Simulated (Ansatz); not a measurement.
# C2H3AlCl3N: basis-set convergence

The task here is to estimate one member of a computed series from the others.

The runs use Ansatz 0.2.0, Gaussian basis; one geometry, several basis sets.

Plan: PBE0-D4/def2-SVP; ωB97M-V/def2-SVP; PBE0-D4/def2-QZVPP; ωB97M-V/def2-QZVPP; the functionals' def2-TZVPP values are taken from earlier runs.

## Structure used throughout

All runs share one geometry, relaxed beforehand with PBE0-D4 in a triple-zeta def2 set.

SMILES `CC#[N+][Al-]([Cl])([Cl])[Cl]`, 10 atoms, charge 0, spin multiplicity 1.

Atoms are counted from 1 here; the program's logs count them from 0.

Bond lengths: C1–C2 1.439 Å, C1–H8 1.091 Å, C1–H9 1.091 Å, C1–H10 1.091 Å, C2–N3 1.142 Å, N3–Al4 1.971 Å, Al4–Cl5 2.107 Å, Al4–Cl6 2.107 Å, Al4–Cl7 2.107 Å. Angles: C2–C1–H8 109.5°, C2–C1–H9 109.5°, C2–C1–H10 109.5°, H8–C1–H9 109.5°, H8–C1–H10 109.5°, H9–C1–H10 109.5°, C1–C2–N3 180.0°, C2–N3–Al4 179.9°, N3–Al4–Cl5 101.3°, N3–Al4–Cl6 101.3°, N3–Al4–Cl7 101.3°, Cl5–Al4–Cl6 116.2°, Cl5–Al4–Cl7 116.2°, Cl6–Al4–Cl7 116.2°.

Geometry (Å):

```mol
C2H3AlCl3N
  3D, bonds by distance, orders not assigned

 10  9  0  0  0  0  0  0  0  0999 V2000
    0.1727   -1.3815    1.7571 C   0  0
    0.0663   -0.4963    0.6277 C   0  0
   -0.0180    0.2060   -0.2684 N   0  0
   -0.1616    1.4181   -1.8163 Al  0  0
    1.8685    1.8095   -2.2247 Cl  0  0
   -1.2704    3.0106   -0.9942 Cl  0  0
   -1.1731    0.1978   -3.2052 Cl  0  0
    0.0208   -2.4108    1.4277 H   0  0
    1.1641   -1.2845    2.2028 H   0  0
   -0.5861   -1.1202    2.4966 H   0  0
  1  2  8  0
  2  3  8  0
  3  4  8  0
  4  5  8  0
  4  6  8  0
  4  7  8  0
  1  8  8  0
  1  9  8  0
  1 10  8  0
M  END
```

The first run:

in.yaml reads:

```yaml
crystal:
  periodic: [false, false, false]
  atoms:
    - {symbol: C, position_ang: [0.172711, -1.381508, 1.757079]}
    - {symbol: C, position_ang: [0.066303, -0.496303, 0.627738]}
    - {symbol: N, position_ang: [-0.018008, 0.206014, -0.268361]}
    - {symbol: Al, position_ang: [-0.161634, 1.418103, -1.816300]}
    - {symbol: Cl, position_ang: [1.868479, 1.809453, -2.224729]}
    - {symbol: Cl, position_ang: [-1.270422, 3.010571, -0.994225]}
    - {symbol: Cl, position_ang: [-1.173084, 0.197785, -3.205203]}
    - {symbol: H, position_ang: [0.020777, -2.410782, 1.427715]}
    - {symbol: H, position_ang: [1.164136, -1.284482, 2.202764]}
    - {symbol: H, position_ang: [-0.586059, -1.120151, 2.496622]}
basis:
  gaussian: {orbitals: def2-SVP}
hamiltonian: {xc: pbe0, dispersion: d4}
output: {orbitals: {seedname: orbitals}}
```

Run with:

```sh
ansatz run in.yaml --threads 4 --pin off --events-out ev --progress --plain --max-ram 11315MiB
```

Among the steps run: PBE0-D4 in def2-SVP; ωB97M-V in def2-SVP; PBE0-D4 in def2-QZVPP; ωB97M-V in def2-QZVPP.

One table of the session follows, with a row left open; its other results are not shown here.

It belongs to the step «Functionals by basis». 

```
functional       basis  HOMO (eV)
   PBE0-D4    def2-SVP      -7.93
   PBE0-D4  def2-TZVPP      -8.16
   PBE0-D4  def2-QZVPP      -8.21
   ωB97M-V    def2-SVP     -10.10
   ωB97M-V  def2-TZVPP     -10.39
   ωB97M-V  def2-QZVPP          ?
```

Q: Estimate the row for ωB97M-V, def2-QZVPP from the others.

The run gave: HOMO (eV): -10.47. In the column «HOMO (eV)» it is the lowest.
